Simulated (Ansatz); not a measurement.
Here is an Ansatz input file for H₂ISb, SMILES [SbH2][I]. Write the same calculation for the Python package.

```yaml
crystal:
  periodic: [false, false, false]
  atoms:
    - { symbol: Sb, position_ang: [-0.533, 0.1677, 0.6754] }
    - { symbol: I, position_ang: [2.151, 0.2431, 0.232] }
    - { symbol: H, position_ang: [-0.9212, 0.9324, -0.9281] }
    - { symbol: H, position_ang: [-0.6412, -1.4035, 0.0004] }
basis:
  gaussian:
    orbitals: def2-SVP
correlation:
  method: mp2
relax:
  f_tol: 0.02
  max_steps: 100
```

The script, `opt_h2isb.py`:
```python
from dataclasses import dataclass
import itertools

import ansatz as az
from ase.data import atomic_numbers, covalent_radii
import numpy as np


@dataclass
class RunConfig:
    basis: str = 'def2-SVP'
    level: str = 'mp2'


opts = RunConfig()


def main() -> None:
    geometry_ang = [
        ('Sb', (-0.533, 0.1677, 0.6754)),
        ('I', (2.151, 0.2431, 0.232)),
        ('H', (-0.9212, 0.9324, -0.9281)),
        ('H', (-0.6412, -1.4035, 0.0004)),
    ]
    h2isb = az.Crystal.molecule()
    for symbol, xyz in geometry_ang:
        h2isb = h2isb.atom(symbol, xyz)

    model = (
        h2isb.calculation()
        .basis(gaussian=opts.basis)
        .correlation(opts.level)
    )
    symbols = [site.symbol for site in h2isb.cartesian_sites]
    start = np.array([site.position_ang for site in h2isb.cartesian_sites], dtype=float)
    summary = model.relax(force_tolerance=0.02, max_steps=100).run(threads=1).report
    end = np.array(summary['positions_ang'])

    print(f'E = {summary["free_energy_ev"]:.6f} eV = {summary["free_energy_ev"] / 27.211386246:.7f} Ha')
    print('converged:', summary['converged'], ' doubts:', summary['published_state_doubts'] or 'none')

    radius = [covalent_radii[atomic_numbers[s]] for s in symbols]
    span = lambda where, i, j: np.linalg.norm(where[i] - where[j])
    bonded = [(i, j) for i, j in itertools.combinations(range(len(symbols)), 2) if min(span(start, i, j), span(end, i, j)) < 1.2 * (radius[i] + radius[j])]
    print('pair        before    after (A)')
    for i, j in bonded:
        print(f'{symbols[i]}{i}-{symbols[j]}{j}'.ljust(10), f'{span(start, i, j):8.4f} {span(end, i, j):8.4f}')
    for first, second in list(itertools.combinations(bonded, 2)):
        shared = set(first) & set(second)
        if shared and symbols[(j := shared.pop())] != 'H':
            i, k = sorted((set(first) | set(second)) - {j})
            u, v = end[i] - end[j], end[k] - end[j]
            angle = np.degrees(np.arccos(np.clip(u @ v / np.linalg.norm(u) / np.linalg.norm(v), -1, 1)))
            print(f'final angle {symbols[i]}{i}-{symbols[j]}{j}-{symbols[k]}{k}: {angle:.2f} deg')

    charges = summary['charge_distribution']
    print('dipole moment', round(4.803205 * float(np.linalg.norm(charges['dipole_moment_e_ang'])), 3), 'D')
    print('Mulliken:', [(s, round(q, 3)) for s, q in zip(symbols, charges['mulliken_charges_e'])])


if __name__ == '__main__':
    main()
```

```console
$ python opt_h2isb.py
E = -14621.493597 eV = -537.3299789 Ha
converged: True  doubts: none
pair        before    after (A)
Sb0-I1       2.7214   2.7502
Sb0-H2       1.8184   1.7011
Sb0-H3       1.7135   1.7011
final angle I1-Sb0-H2: 94.23 deg
final angle I1-Sb0-H3: 94.23 deg
final angle H2-Sb0-H3: 91.00 deg
dipole moment 2.257 D
Mulliken: [('Sb', 0.36), ('I', -0.237), ('H', -0.061), ('H', -0.061)]
```

Notes:
- Total energies depend on the basis set; only differences at equal settings carry meaning.
- The end point is the stationary point reached from this start; no frequency run checks that it is a minimum, and the basis set is modest.
- def2 sets replace the cores of elements past krypton by effective core potentials.
- It ran for 21 s on 1 thread of AMD EPYC 7R43 64-Core Processor (Zen 3) (shared host), peak memory 0.22 GiB.

(Lines on the test bed's own set-up are left out of the output.)
